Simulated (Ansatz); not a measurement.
AlH5O2Si, SMILES O[SiH](O)[AlH2], vertical energies of changing the electron count

Run with Ansatz 0.2.0 through its Python package.

`alh5o2si.xyz`
```text
9

O    -0.37530    1.52940   -1.08050
Si    0.56090    0.59980   -0.07980
O     1.59200   -0.34290   -1.05540
Al   -0.71720   -0.79910    1.24020
H    -0.92710    0.92090   -1.66450
H     1.35610    1.48700    0.80340
H     1.05420   -0.90260   -1.59450
H    -1.72410   -1.84820    0.53540
H    -0.73110   -0.69070    2.87860
```

`ip_alh5o2si.py`:
```python
from dataclasses import dataclass

import ansatz as az


@dataclass(frozen=True)
class RunConfig:
    basis_set: str = "def2-SVPD"
    xc: str = "r2scan"


settings = RunConfig()


def total_energy(molecule, charge=0, unpaired=0):
    calc = (
        molecule.calculation()
        .basis(gaussian=settings.basis_set)
        .functional(settings.xc)
        .scf(lower_state_search="standard")
    )
    if charge:
        calc = calc.charge(charge)
    if unpaired:
        calc = calc.spin("collinear", total=unpaired)
    report = calc.run().report
    if report["published_state_doubts"]:
        print("  doubts:", report["published_state_doubts"])
    return report["free_energy_ev"]

alh5o2si = az.Crystal.molecule_from_extxyz("alh5o2si.xyz")

parent = total_energy(alh5o2si, 0, 0)
cation = total_energy(alh5o2si, 1, 1)
print(f"E(N)   = {parent:.5f} eV")
print(f"E(N-1) = {cation:.5f} eV  (1 unpaired)")
print(f"vertical ionisation energy {cation - parent:.3f} eV")
anion = total_energy(alh5o2si, -1, 1)
print(f"E(N+1) = {anion:.5f} eV  (1 unpaired)")
print(f"vertical electron affinity {parent - anion:.3f} eV" + ("" if anion < parent else " (unbound in this basis)"))
print(f"fundamental gap IP - EA = {cation + anion - 2 * parent:.3f} eV")
```

Running `python ip_alh5o2si.py` prints:
```text
E(N)   = -18640.40514 eV
E(N-1) = -18631.28904 eV  (1 unpaired)
vertical ionisation energy 9.116 eV
E(N+1) = -18641.18849 eV  (1 unpaired)
vertical electron affinity 0.783 eV
fundamental gap IP - EA = 8.333 eV
```

At this unrelaxed geometry removing an electron costs 9.12 eV and adding one releases 0.78 eV.

Notes:
- These settings explore the input space; basis and method may be short of convergence.
- The geometry is a force-field or estimated start, not a minimum of this method, and the basis set is short of its limit. All parts are taken at fixed geometry, without zero-point energy. At an unrelaxed start these energies can be a whole eV from those at the minimum, and a small affinity can change sign.
- Timing: 28 s on 1 thread of Intel(R) Xeon(R) Processor @ 2.30GHz, on a shared host, peak memory 0.38 GiB.
